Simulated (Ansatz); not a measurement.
# CClFI₂: up Jacob's ladder to CCSD(T)

How much do the methods differ for CClFI₂? The plan is to run it at one geometry with functionals of several rungs and with coupled cluster. The yardstick is the atomisation energy at the CCSD(T) limit.

Computed with Ansatz 0.2.0, Gaussian basis. Level: functionals in def2-TZVPP, the program's frozen cores in correlated methods.

The runs, in order: LDA (SPW92), PBE-D4, revPBE-D4, BLYP-D4, r2SCAN-D4, B97M-V, PBE0-D4, B3LYP-D4, r2SCANh-D4, r2SCAN0-D4, HSE06-D4, BHLYP-D4, CAM-B3LYP-D4, LC-ωPBE, ωB97X-V, ωB97M-V, B2PLYP, PBE-QIDH; CCSD(T)/def2-SVP; CCSD(T)/def2-TZVPP; MP2/def2-QZVPP; extrapolation to the limit; RPA on PBE.

## Step 1: Structure used throughout

All runs share one geometry, relaxed beforehand with PBE0-D4 in a triple-zeta def2 set. I takes the def2 core potential; no spin-orbit term is included.

5 atoms, charge 0, spin multiplicity 1.

Atoms are counted from 1 here; the program's logs count them from 0.

Bond lengths: F1–C2 1.336 Å, C2–Cl3 1.753 Å, C2–I4 2.155 Å, C2–I5 2.155 Å. Angles: F1–C2–Cl3 108.6°, F1–C2–I4 108.0°, F1–C2–I5 108.0°, Cl3–C2–I4 110.6°, Cl3–C2–I5 110.6°, I4–C2–I5 110.9°.

## Step 2: LDA

This LDA is Slater exchange with PW92 correlation.

The input, in.yaml:

```yaml
crystal:
  periodic: [false, false, false]
  atoms:
    - {symbol: F, position_ang: [1.205202, -0.732916, -0.405763]}
    - {symbol: C, position_ang: [0.102169, -0.109850, 0.020002]}
    - {symbol: Cl, position_ang: [-0.353774, -0.780924, 1.574482]}
    - {symbol: I, position_ang: [-1.454342, -0.440188, -1.433762]}
    - {symbol: I, position_ang: [0.550544, 1.990278, 0.203541]}
basis:
  gaussian: {orbitals: def2-TZVPP}
hamiltonian: {xc: lda}
output: {orbitals: {seedname: orbitals}}
```

The run is started by

```
$ ansatz run in.yaml --threads 4 --pin off --events-out ev --progress --plain --max-ram 10444MiB
```

The runs that follow: PBE-D4 (GGA); revPBE-D4 (GGA); BLYP-D4 (GGA); r2SCAN-D4 (meta-GGA); B97M-V (meta-GGA); PBE0-D4 (hybrid); B3LYP-D4 (hybrid); r2SCANh-D4 (hybrid); r2SCAN0-D4 (hybrid); HSE06-D4 (hybrid); BHLYP-D4 (hybrid); CAM-B3LYP-D4 (range-separated); LC-ωPBE (range-separated); ωB97X-V (range-separated); ωB97M-V (range-separated); B2PLYP (double hybrid); PBE-QIDH (double hybrid); CCSD(T) in def2-SVP; CCSD(T) in def2-TZVPP; MP2 in def2-QZVPP; RPA on PBE orbitals.

**Question.** What will the summary of the whole plan be? Wanted: atomisation energy, CCSD(T)/CBS; farthest beyond LDA; mean size of error, GGA; mean size of error, meta-GGA; mean size of error, hybrid; mean size of error, range-separated; mean size of error, double hybrid; gap, smallest and largest; T1 diagnostic.

As calculated:

```
                               quantity                                  value
        atomisation energy, CCSD(T)/CBS                         305.8 kcal/mol
functionals within 3.1 kcal/mol (1.0 %)  BLYP-D4, r2SCAN-D4, PBE0-D4, HSE06-D4
                    farthest beyond LDA              BHLYP-D4 (-34.9 kcal/mol)
                mean size of error, GGA                          10.0 kcal/mol
           mean size of error, meta-GGA                           2.8 kcal/mol
             mean size of error, hybrid                          12.0 kcal/mol
    mean size of error, range-separated                           9.2 kcal/mol
      mean size of error, double hybrid                           9.6 kcal/mol
              gap, smallest and largest   2.81 eV (BLYP-D4), 9.71 eV (LC-ωPBE)
                          T1 diagnostic                                 0.0102
triples share of the correlation energy                                  3.1 %
```

What this shows: The LDA atomisation energy is off by 86.3 kcal/mol (28 %): it overbinds. PBE-D4 is off by +22.4 kcal/mol. Double hybrids carry the basis error of their MP2 part in triple zeta, and no dispersion term here, so their miss is partly the set-up's. Taken by rung, meta-GGA functionals do best (2.8 kcal/mol on average) and hybrid ones worst beyond LDA (12.0 kcal/mol). The mean of the hybrids holds BHLYP, with half exact exchange. RPA and LDA stand outside this count. The reference freezes the cores and leaves out spin-orbit coupling and excitations past (T), and its outer-core shells are covered unevenly, so misses under about 3.1 kcal/mol can't be ranked. All levels share the lack of spin-orbit coupling, which lowers the free heavy atoms and so the true binding. Hartree-Fock recovers 52 % of the binding; the rest is correlation. CCSD(T) in def2-SVP is off by -40.2 kcal/mol, more than most functionals: a good method in a small basis is no reference. Orbital gaps span 2.8 to 9.7 eV; exact exchange widens them. Correlated methods include outer-core shells of I, which these sets cover unevenly.
